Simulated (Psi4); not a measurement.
**C2H2ClSi (SMILES [C]#C[SiH2]Cl) at UHF/6-311+G(d,p)**

What is the vertical electron affinity of C2H2ClSi at UHF/6-311+G**? 

The results are computed with Psi4 1.11.

1 further run of the same task is left out (set aside as unsound or not needed).

### Step 1. The system as given

C2H2ClSi: 6 atoms, total charge 0, spin state doublet. As SMILES, `[C]#C[SiH2]Cl`. The shape is that of a PBE0-D4/def2-TZVP optimisation.

Bond lengths: C1–C2 1.212 Å, C2–Si3 1.820 Å, Si3–Cl4 2.045 Å, Si3–H5 1.477 Å, Si3–H6 1.477 Å. Angles: C1–C2–Si3 178.6°, C2–Si3–Cl4 109.3°, C2–Si3–H5 109.2°, C2–Si3–H6 109.2°, Cl4–Si3–H5 108.7°, Cl4–Si3–H6 108.7°, H5–Si3–H6 111.7°.

### Step 2. Energy and forces at UHF/6-311+G(d,p)

job.dat reads:

```
memory 1600 MB

molecule geom {
  0 2
  C      0.868400    -2.059200     1.138400
  C      0.473000    -1.050800     0.595000
  Si    -0.084700     0.485400    -0.206000
  Cl    -1.795500     0.115200    -1.263900
  H      0.959500     0.950800    -1.141600
  H     -0.378700     1.494700     0.831900
  units angstrom
  symmetry c1
}

set basis 6-311+G**
set reference uhf
set puream true
set e_convergence 1e-09
set d_convergence 1e-08
set scf_type pk
set maxiter 200

E, wfn = gradient('scf', return_wfn=True)
```

The run is started by

```console
$ psi4 job.dat job.out -n 1
```

job.out:

```text
[...]
  Running in c1 symmetry.
[...]
  Nuclear repulsion =  166.882499206048323
[...]
  Multiplicity = 2
[...]
  Nalpha       = 23
  Nbeta        = 22
[...]
    Number of basis functions: 116
[...]
   @UHF iter   1:  -825.16613170283233   -8.59717e-01   3.37312e-03 DIIS/ADIIS
[...]
   @UHF iter  18:  -825.27314646289005   -3.29692e-11   5.11450e-09 DIIS
[...]
   @S^2 Observed:                1.171410575E+00
[...]
    Orbital Energies [Eh]
    ---------------------
    Alpha Occupied:
       1A   -104.833995     2A    -68.848443     3A    -11.317321
       4A    -11.236806     5A    -10.561969     6A     -8.029875
       7A     -8.027579     8A     -8.027579     9A     -6.191020
      10A     -4.299134    11A     -4.298265    12A     -4.297228
      13A     -1.108779    14A     -1.073098    15A     -0.779521
      16A     -0.653049    17A     -0.572116    18A     -0.544600
      19A     -0.541590    20A     -0.471535    21A     -0.468141
      22A     -0.460244    23A     -0.452338
    Alpha Virtual:
      24A      0.051255    25A      0.058208    26A      0.071527
[...]
  @UHF Final Energy:  -825.27314646289005
   => Energetics <=
    Nuclear Repulsion Energy =            166.8824992060483225
    One-Electron Energy =               -1470.8751135987936323
    Two-Electron Energy =                 478.7194679298552273
    Total Energy =                       -825.2731464628900540
  UHF NO Occupations:
  HONO-2 :   21  A 1.8912295
  HONO-1 :   22  A 1.8893983
[...]
 Multipole Moments:
 ------------------------------------------------------------------------------------
     Multipole            Electronic (a.u.)      Nuclear  (a.u.)        Total (a.u.)
 ------------------------------------------------------------------------------------
 L = 1.  Multiply by 2.5417464519 to convert [e a0] to [Debye]
 Dipole X            :         -2.1892971            2.7209990            0.5317019
 Dipole Y            :         -2.2227814            2.3879521            0.1651706
 Dipole Z            :         -0.8727369            1.1872842            0.3145472
 Magnitude           :                                                    0.6394750
[...]
  -Total Gradient:
     Atom            X                  Y                   Z
    ------   -----------------  -----------------  -----------------
       1       -0.005456219092     0.014583937365    -0.007707865758
       2        0.003790961906    -0.010884066794     0.005565071527
       3       -0.007472193151    -0.007482607444    -0.003016431157
       4        0.005364009543     0.000183417529     0.003586728598
       5        0.004027954196     0.000922323333    -0.002365011045
       6       -0.000254513410     0.002676996010     0.003937507836
[...]
```

Wall time 13 s (1 thread of Intel Xeon Platinum 8488C (Sapphire Rapids), shared host); peak memory 0.54 GiB.

### Step 3. The singlet anion, same level

c2h2clsi.json reads:

```json
{
 "schema_name": "qcschema_input",
 "schema_version": 1,
 "molecule": {
  "schema_name": "qcschema_molecule",
  "schema_version": 2,
  "symbols": ["C", "C", "Si", "Cl", "H", "H"],
  "geometry": [1.64103817, -3.89132404, 2.15126422, 0.89384046, -1.98572421, 1.12438704, -0.1600598, 0.91727306, -0.38928358, -3.39300326, 0.21769645, -2.38842485, 1.81319222, 1.7967516, -2.15731134, -0.71563928, 2.82457364, 1.57206316],
  "molecular_charge": -1,
  "molecular_multiplicity": 1,
  "fix_symmetry": "c1"
 },
 "driver": "gradient",
 "model": {
  "method": "hf",
  "basis": "6-311+G**"
 },
 "keywords": {
  "puream": true,
  "e_convergence": 1e-09,
  "d_convergence": 1e-08,
  "scf_type": "pk",
  "scf_properties": ["MULLIKEN_CHARGES", "QUADRUPOLE", "MAYER_INDICES"]
 }
}
```

The run is started by

```console
$ psi4 --qcschema c2h2clsi.json -n 1 --memory 1600MB
```

stdout:

```text
[...]
  Running in c1 symmetry.
[...]
  Nuclear repulsion =  166.882499144287664
[...]
  Multiplicity = 1
[...]
  Nalpha       = 23
  Nbeta        = 23
[...]
    Number of basis functions: 116
[...]
   @RHF iter   1:  -825.18766457177537   -8.81247e-01   4.30745e-03 DIIS/ADIIS
[...]
   @RHF iter  12:  -825.35062856609034   -9.32232e-12   7.02132e-09 DIIS
[...]
  @RHF Final Energy:  -825.35062856609034
   => Energetics <=
    Nuclear Repulsion Energy =            166.8824991442876637
    One-Electron Energy =               -1479.6265273846042874
    Two-Electron Energy =                 487.3933996742262025
    Total Energy =                       -825.3506285660903359
[...]
 Multipole Moments:
 ------------------------------------------------------------------------------------
     Multipole            Electronic (a.u.)      Nuclear  (a.u.)        Total (a.u.)
 ------------------------------------------------------------------------------------
 L = 1.  Multiply by 2.5417464519 to convert [e a0] to [Debye]
 Dipole X            :         -4.3794430            2.7209990           -1.6584440
 Dipole Y            :          0.3883556            2.3879521            2.7763076
 Dipole Z            :         -3.0740681            1.1872842           -1.8867839
 Magnitude           :                                                    3.7440986
 L = 2.  Multiply by 1.3450342976 to convert [e a0^2] to [Debye ang]
 Quadrupole XX       :       -219.0487484          178.7139957          -40.3347527
 Quadrupole XY       :         84.4100590          -75.8603491            8.5497099
[...]
  Mulliken Charges: (a.u.)
   Center  Symbol    Alpha    Beta     Spin     Total
       1     C     3.22963  3.22963  0.00000 -0.45927
       2     C     3.32538  3.32538  0.00000 -0.65075
       3    SI     6.57537  6.57537  0.00000  0.84926
       4    CL     8.64874  8.64874  0.00000 -0.29748
       5     H     0.61041  0.61041  0.00000 -0.22082
       6     H     0.61047  0.61047  0.00000 -0.22095
   Total alpha = 23.00000, Total beta = 23.00000, Total charge = -1.00000
  Mayer Bond Indices:
[...]
  -Total Gradient:
     Atom            X                  Y                   Z
    ------   -----------------  -----------------  -----------------
       1       -0.015256703066     0.037696859901    -0.020655465311
       2        0.021330313475    -0.057482560410     0.030214996623
       3       -0.036106266290     0.039839077829    -0.035443627958
       4        0.019784189544    -0.004770054414     0.014724359301
       5        0.006306903345    -0.008130930465     0.003842621180
       6        0.003941563005    -0.007152392446     0.007317116173
[...]
```

The result, in JSON:

```text
{
 "driver": "gradient",
 "model": {
  "method": "hf",
  "basis": "6-311+G**"
 },
 "success": true,
 "return_result": [-0.015256703066079735, 0.037696859901496516, -0.02065546531081508, 0.02133031347451886, -0.057482560409518324, 0.03021499662276944, -0.036106266289726206, 0.03983907782887154, -0.03544362795847915, 0.019784189543957664, -0.004770054413662503, 0.014724359301375778, 0.0063069033445216915, -0.00813093046510438, 0.003842621179701175, 0.003941563004954157, -0.007152392445595873, 0.007317116173364918],
 "properties": {
  "calcinfo_nbasis": 116,
  "calcinfo_nmo": 116,
  "calcinfo_nalpha": 23,
  "calcinfo_nbeta": 23,
  "calcinfo_natom": 6,
  "nuclear_repulsion_energy": 166.88249914428766,
  "return_energy": -825.3506285660903,
  "return_gradient": [-0.015256703066079735, 0.037696859901496516, -0.02065546531081508, 0.02133031347451886, -0.057482560409518324, 0.03021499662276944, -0.036106266289726206, 0.03983907782887154, -0.03544362795847915, 0.019784189543957664, -0.004770054413662503, 0.014724359301375778, 0.0063069033445216915, -0.00813093046510438, 0.003842621179701175, 0.003941563004954157, -0.007152392445595873, 0.007317116173364918],
  "scf_one_electron_energy": -1479.6265273846043,
  "scf_two_electron_energy": 487.3933996742262,
  "scf_dipole_moment": [-1.658443954868397, 2.7763076386218253, -1.8867839087279183],
  "scf_total_energy": -825.3506285660903,
  "scf_total_gradient": [-0.015256703066079735, 0.037696859901496516, -0.02065546531081508, 0.02133031347451886, -0.057482560409518324, 0.03021499662276944, -0.036106266289726206, 0.03983907782887154, -0.03544362795847915, 0.019784189543957664, -0.004770054413662503, 0.014724359301375778, 0.0063069033445216915, -0.00813093046510438, 0.003842621179701175, 0.003941563004954157, -0.007152392445595873, 0.007317116173364918],
  "scf_iterations": 12
 }
}
```

Run time: 14 s. Hardware: 1 thread of Intel Xeon Platinum 8488C (Sapphire Rapids), shared host; peak memory 0.53 GiB.

### Step 4. Results

Level: UHF/6-311+G**.

| quantity | value |
| --- | --- |
| doublet C2H2ClSi: total energy | -825.27315 Eh |
| doublet C2H2ClSi: dipole moment | 1.63 D |
| doublet C2H2ClSi: HOMO energy (highest over α and β) | -11.61 eV |
| doublet C2H2ClSi: LUMO energy (lowest over α and β) | 0.04 eV |
| doublet C2H2ClSi: ⟨S²⟩ | 1.171 |
| doublet C2H2ClSi: largest force on an atom | 0.893 eV/Å |
| singlet anion: total energy | -825.35063 Eh |
| singlet anion: HOMO energy | -4.43 eV |
| singlet anion: LUMO energy | 4.37 eV |
| singlet anion: HOMO–LUMO gap (to an unbound level, set by the basis) | 8.80 eV |
| singlet anion: largest force on an atom | 3.515 eV/Å |
| vertical electron affinity (to the singlet anion) | 2.108 eV |

At fixed nuclei the extra electron is bound by 2.11 eV (49 kcal/mol). The largest force (doublet C2H2ClSi) is 0.89 eV/Å: the shape isn't a stationary point for this species at this level. ⟨S²⟩ (doublet C2H2ClSi) is 1.17 where a pure doublet has 0.75: the reference is spin-contaminated. Mulliken charges (singlet anion) run from -0.65 on C2 to +0.85 on Si3; in a basis this large or diffuse they mean little.
